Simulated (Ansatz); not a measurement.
# FH3SSeSi, SMILES F[SiH](S)[SeH]: a single point in a Gaussian basis

Computed with the Ansatz DFT code, driven from Python.

Run as a notebook:

**Cell 1**
```python
import ansatz as az
import numpy as np
```

**Cell 2**
```python
GEOMETRY = """
F    -2.00180   -0.21850    0.03190
Si   -0.41050    0.15750   -0.15590
S     0.07200    1.87900    1.01280
Se    0.88660   -1.62410    0.54200
H    -0.10730    0.42500   -1.58690
H     1.45180    1.83140    0.62310
H     0.17030   -2.51830   -0.51260
"""
```

**Cell 3**
```python
fh3ssesi = az.Crystal.molecule()
for line in GEOMETRY.strip().splitlines():
    symbol, *xyz = line.split()
    fh3ssesi = fh3ssesi.atom(symbol, [float(v) for v in xyz])
```

**Cell 4**
```python
calc = (
    fh3ssesi.calculation()
    .basis(gaussian="6-31G*")
    .functional("LC-wPBE")
    .forces()
)
r = calc.session().plan(threads=1).execute().report
```

**Cell 5**
```python
for key in ("converged", "free_energy_ev", "reference_energy_ev", "n_frozen", "n_occupied", "n_virtual"):
    print(f"{key:22s} {r[key]}")
```
Output:
```text
converged              True
free_energy_ev         -86806.04291418685
reference_energy_ev    -86806.04291418685
n_frozen               0
n_occupied             [38, 38]
n_virtual              [56, 56]
```

**Cell 6**
```python
symbols = [site.symbol for site in fh3ssesi.cartesian_sites]
forces = np.array(r["forces_ev_ang"])
print("largest force", round(float(np.linalg.norm(forces, axis=1).max()), 4), "eV/A, rms", round(float(np.sqrt((forces ** 2).mean())), 4))
```
Output:
```text
largest force 2.1022 eV/A, rms 0.939
```

**Cell 7**
```python
charges = r["charge_distribution"]
dipole = np.array(charges["dipole_moment_e_ang"]) * 4.803205
print("dipole (D): {:.3f} {:.3f} {:.3f}, length {:.3f}".format(*dipole, np.linalg.norm(dipole)))
print("atom  Mulliken   Lowdin")
for symbol, m, l in zip(symbols, charges["mulliken_charges_e"], charges["lowdin_charges_e"]):
    print(f"{symbol:4s} {m:9.3f} {l:8.3f}")
```
Output:
```text
dipole (D): 1.193 -0.146 -1.615, length 2.014
atom  Mulliken   Lowdin
F       -0.341   -0.108
Si       0.729    0.132
S       -0.291   -0.066
Se      -0.281   -0.127
H       -0.059   -0.059
H        0.132    0.124
H        0.110    0.105
```

What to keep in mind:
- Total energies depend on the basis set; only differences at equal settings carry meaning.
- The geometry is a force-field or estimated start, not a minimum of this method, and the basis set is short of its limit.
- The Löwdin charges here are taken after orthogonalising the functions within each atom; they differ from plain Löwdin charges, and their signs can be unphysical.
- Timing: 4.9 s on 1 thread of Arm Neoverse V1, with other jobs on the host, peak memory 0.23 GiB.
